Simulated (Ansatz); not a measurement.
# K3NaSe2O8: the cost of one run

Method: DFT, PBE, plane-wave PAW, default files, scalar-relativistic, as far as a step names no other, in Ansatz 0.2.0.

1 further run of the same task is left out (it didn't finish).

## 1. The structure to begin with

Symmetry: P-3m1, No. 164, trigonal system. Conventional cell: a = 5.814 Å, b = 5.814 Å, c = 7.456 Å, α = 90.00°, β = 90.00°, γ = 120.00°. K (site symmetry -3m) has 6 O at 2.89 Å as nearest neighbours. K (site symmetry 3m) is surrounded by 7 O at 2.54 to 2.92 Å. Na (site symmetry -3m) has 6 O at 2.33 Å as nearest neighbours. Around Se (site symmetry 3m) lie 4 O at 1.64 to 1.66 Å. O (site symmetry m) has 1 Se at 1.66 Å and 1 Na at 2.33 Å as nearest neighbours. Around O (site symmetry 3m) lie 1 Se at 1.64 Å.

As a file:

```cif
data_structure
_symmetry_space_group_name_H-M 'P 1'
_symmetry_Int_Tables_number 1
_cell_length_a 5.8141
_cell_length_b 5.8141
_cell_length_c 7.4564
_cell_angle_alpha 90.000
_cell_angle_beta 90.000
_cell_angle_gamma 120.000
_cell_volume 218.29
loop_
_atom_site_label
_atom_site_type_symbol
_atom_site_fract_x
_atom_site_fract_y
_atom_site_fract_z
_atom_site_occupancy
K1 K 0.00000 0.00000 0.50000 1
K2 K 0.66667 0.33333 0.16124 1
K3 K 0.33333 0.66667 0.83876 1
Na1 Na 0.00000 0.00000 0.00000 1
Se1 Se 0.66667 0.33333 0.72144 1
Se2 Se 0.33333 0.66667 0.27856 1
O1 O 0.35933 0.17967 0.80236 1
O2 O 0.82033 0.17967 0.80236 1
O3 O 0.82033 0.64067 0.80236 1
O4 O 0.17967 0.82033 0.19764 1
O5 O 0.64067 0.82033 0.19764 1
O6 O 0.17967 0.35933 0.19764 1
O7 O 0.33333 0.66667 0.49787 1
O8 O 0.66667 0.33333 0.50213 1
```

## 2. Gradients at the starting positions

The input, input.yaml:

```yaml
crystal:
  lattice:
    - [5.8141035613, 0.0, 0.0]
    - [-2.9070517807, 5.0351613844, 0.0]
    - [0.0, 0.0, 7.4564252]
  atoms:
    - { symbol: K, position: [0.0, 0.0, 0.5] }
    - { symbol: K, position: [0.6666666667, 0.3333333333, 0.16124485] }
    - { symbol: K, position: [0.3333333333, 0.6666666667, 0.83875515] }
    - { symbol: Na, position: [0.0, 0.0, 0.0] }
    - { symbol: Se, position: [0.6666666667, 0.3333333333, 0.72143501] }
    - { symbol: Se, position: [0.3333333333, 0.6666666667, 0.27856499] }
    - { symbol: O, position: [0.35933222, 0.17966611, 0.80235546] }
    - { symbol: O, position: [0.82033389, 0.17966611, 0.80235546] }
    - { symbol: O, position: [0.82033389, 0.64066778, 0.80235546] }
    - { symbol: O, position: [0.17966611, 0.82033389, 0.19764454] }
    - { symbol: O, position: [0.64066778, 0.82033389, 0.19764454] }
    - { symbol: O, position: [0.17966611, 0.35933222, 0.19764454] }
    - { symbol: O, position: [0.3333333333, 0.6666666667, 0.49787432] }
    - { symbol: O, position: [0.6666666667, 0.3333333333, 0.50212568] }
kpoints:
  mp_grid: { grid: [5, 5, 4] }
scf:
  occupations: { method: fermi_dirac, width: 0.02 }
hamiltonian:
  xc: pbe
  pseudopotentials: { kind: paw }
output:
  forces: true
  stress: true
  populations: true
  efg:
    quadrupole_moments_barn: { K: 0.0603, Na: 0.104, O: -0.02558 }
    contact_densities: true
```

Started as:

```
> ansatz run input.yaml --threads 1 --pin off --max-ram 2560MiB --backend cpu --events-out ev --progress --plain --runs-dir out
```

**Question.** How long does this run take on 1 thread of Arm Neoverse V1, shared host, and how much memory does it need?

About 25 s, with a peak of 0.6 GiB.
